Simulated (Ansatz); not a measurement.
# C₂H₁₀N₂Si: basis-set convergence

How large a basis does C₂H₁₀N₂Si need? Two functionals are run in growing sets.

Program: Ansatz 0.2.0, Gaussian basis. Level of theory: one geometry, several basis sets. These are calculated values, not measurements.

Levels to be run: PBE0-D4/def2-SVP; ωB97M-V/def2-SVP; PBE0-D4/def2-QZVPP; ωB97M-V/def2-QZVPP; the functionals' def2-TZVPP values are taken from earlier runs.

## 1. Structure used throughout

All runs share one geometry, relaxed beforehand with PBE0-D4 in a triple-zeta def2 set.

15 atoms, charge 0, spin multiplicity 1.

Atoms are counted from 1 here; the program's logs count them from 0.

Bond lengths: C1–N2 1.445 Å, C1–H6 1.097 Å, C1–H7 1.095 Å, C1–H8 1.092 Å, N2–Si3 1.710 Å, N2–H9 1.008 Å, Si3–N4 1.710 Å, Si3–H10 1.495 Å, Si3–H11 1.495 Å, N4–C5 1.445 Å, N4–H12 1.008 Å, C5–H13 1.092 Å, C5–H14 1.095 Å, C5–H15 1.097 Å. Angles: N2–C1–H6 113.4°, N2–C1–H7 111.3°, N2–C1–H8 109.4°, H6–C1–H7 107.9°, H6–C1–H8 107.3°, H7–C1–H8 107.3°, C1–N2–Si3 125.6°, C1–N2–H9 113.9°, Si3–N2–H9 117.8°, N2–Si3–N4 108.1°, N2–Si3–H10 103.3°, N2–Si3–H11 117.8°, N4–Si3–H10 117.8°, N4–Si3–H11 103.3°, H10–Si3–H11 107.3°, Si3–N4–C5 125.6°, Si3–N4–H12 117.8°, C5–N4–H12 113.9° and more.

## 2. PBE0-D4 in def2-SVP

File in.yaml:

```yaml
crystal:
  periodic: [false, false, false]
  atoms:
    - {symbol: C, position_ang: [-0.487982, 0.097948, -2.681737]}
    - {symbol: N, position_ang: [-0.707636, -0.071160, -1.263700]}
    - {symbol: Si, position_ang: [0.350727, 0.444142, -0.022895]}
    - {symbol: N, position_ang: [0.168924, -0.617856, 1.305390]}
    - {symbol: C, position_ang: [0.356172, -0.268117, 2.694740]}
    - {symbol: H, position_ang: [-0.989778, 0.980361, -3.098683]}
    - {symbol: H, position_ang: [-0.826053, -0.778351, -3.244599]}
    - {symbol: H, position_ang: [0.581736, 0.212369, -2.871295]}
    - {symbol: H, position_ang: [-1.668619, -0.249583, -1.017482]}
    - {symbol: H, position_ang: [1.682019, 0.488799, -0.702518]}
    - {symbol: H, position_ang: [0.114614, 1.792341, 0.579471]}
    - {symbol: H, position_ang: [0.211061, -1.608467, 1.124130]}
    - {symbol: H, position_ang: [0.223178, 0.809116, 2.818009]}
    - {symbol: H, position_ang: [-0.383560, -0.762255, 3.333208]}
    - {symbol: H, position_ang: [1.353396, -0.519989, 3.077362]}
basis:
  gaussian: {orbitals: def2-SVP}
hamiltonian: {xc: pbe0, dispersion: d4}
output: {orbitals: {seedname: orbitals}}
```

The runs that follow: ωB97M-V in def2-SVP; PBE0-D4 in def2-QZVPP; ωB97M-V in def2-QZVPP.

Before running them: what should the planned runs give, taken together? Wanted: PBE0-D4: double and triple zeta above quadruple; ωB97M-V: double and triple zeta above quadruple.

**Answer**, as computed:

| quantity | value |
| --- | --- |
| PBE0-D4: double and triple zeta above quadruple | 9.45, 0.60 eV |
| ωB97M-V: double and triple zeta above quadruple | 9.73, 0.57 eV |

For PBE0-D4 the step from double to triple zeta gains 8.85 eV and the next only 0.60 eV. These are total energies; as a rule much of such shifts cancels in differences, which this series doesn't test. The LUMO of ωB97M-V is positive and keeps falling with the basis (3.43 to 1.74 eV): an unbound level that the basis holds in place.
